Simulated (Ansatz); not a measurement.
This script drives Ansatz 0.2.0, Python API.

The script, `tae_c3h5s.py`:
```python
"""Atomisation energy of C3H5S at the given geometry."""

from collections import Counter

import ansatz as az

BASIS = "pcseg-2"
FUNCTIONAL = "r2scan"


def total_energy(molecule, charge=0, unpaired=0):
    calc = (
        molecule.calculation()
        .basis(gaussian=BASIS)
        .functional(FUNCTIONAL)
    )
    if charge:
        calc = calc.charge(charge)
    if unpaired:
        calc = calc.spin("collinear", total=unpaired)
    report = calc.run(threads=1).report
    if report["published_state_doubts"]:
        print("  doubts:", report["published_state_doubts"])
    return report["free_energy_ev"]

GEOMETRY = """
S     2.11440   -0.06230   -0.79620
C     0.76520   -0.05380    0.37000
C    -0.49370   -0.73140   -0.14220
C    -0.42190    0.78490   -0.07010
H     0.94750   -0.11450    1.46370
H    -1.12400   -1.19000    0.64870
H    -0.44600   -1.13560   -1.17620
H    -1.00980    1.22380    0.76360
H    -0.33170    1.27900   -1.06130
"""

mol = az.Crystal.molecule()
for line in GEOMETRY.strip().splitlines():
    symbol, *xyz = line.split()
    mol = mol.atom(symbol, [float(v) for v in xyz])

# Hund ground states
unpaired = {"S": 2, "C": 2, "H": 1}
counts = Counter(site.symbol for site in mol.cartesian_sites)
atom_energy = {s: total_energy(az.Crystal.molecule().atom(s, (0, 0, 0)), 0, unpaired[s]) for s in counts}
whole = total_energy(mol, 0, 1)
for s, e in atom_energy.items():
    print(f"{s:2s} x{counts[s]}  {e:14.5f} eV")
print(f"C3H5S: {whole:.5f} eV")
split = sum(counts[s] * e for s, e in atom_energy.items()) - whole
print(f"atomisation energy (no zero-point term): {split:.3f} eV, {split / sum(counts.values()):.3f} eV an atom")
```

It is started by `python tae_c3h5s.py`. Estimate its wall time and peak memory on 1 thread of Arm Neoverse V1, with other jobs on the host.

It took about 36 s, with a peak of 0.52 GiB, for 4 runs of the engine.

```console
$ python tae_c3h5s.py
S  x1    -10832.57535 eV
C  x3     -1029.44896 eV
H  x5       -13.60816 eV
C3H5S: -14024.80122 eV
atomisation energy (no zero-point term): 35.838 eV, 3.982 eV an atom
```

35.838 eV from the electronic energies, without the zero-point term.

Reading the output:
- Total energies depend on the basis set; only differences at equal settings carry meaning.
- The geometry is a force-field or estimated start, not a minimum of this method, and the basis set is short of its limit. All parts are taken at fixed geometry, without zero-point energy.
- The species is open-shell (spin multiplicity 2).

(Lines on the test bed's own set-up are left out of the output.)
